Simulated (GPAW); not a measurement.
Crystal: TbO.

```
Tb O
1.0
     2.78384    0.00000    0.00000
     0.00000    2.78384    0.00000
     0.00000    0.00000    2.78384
Tb O
1 1
Direct
  0.00000 0.00000 0.00000
  0.50000 0.50000 0.50000
```

The cell comes from a database or a generator and needn't be the stable form of this composition.

Base run:

```yaml
Program: GPAW 26.7.0
Functional: r2SCAN
Potentials_or_basis: GPAW PAW data sets (gpaw-data 1.2.1)
Cutoff: 800 eV
Basis: pw
k_mesh: 7 × 7 × 7
Occupations: gaussian, width 0.05 eV
Spin: no spin polarisation
Hubbard_terms: Tb f U = 3 eV
```

Its results: band gap on the k mesh none (metal or under the smearing width); pressure 42.2 GPa.

Question: The run is repeated on the same cell with these changes: spin from no spin polarisation to collinear spin, zero start; hubbard terms from Tb f U = 3 eV to none. What comes out?

Answer: Band gap on the k mesh none (metal or under the smearing width); pressure 34.5 GPa; net moment 0.00 μB per cell.

Several settings changed at once, so the effect can't be laid on one alone.

Caveats: one-centre terms of the f shell are cut off; a pressure of tens of GPa on the cell as given is suspect, and the run, the potentials or the cell itself is likely at fault; the PAW data sets were made with another functional, which shifts forces and pressure a little; an odd number of electrons without spin polarisation forces a metal (some runs); a magnetic or distorted state may lie lower (some runs); U without spin polarisation on a metal has little footing (some runs); the magnetic or orbital state may not be the lowest (some runs).
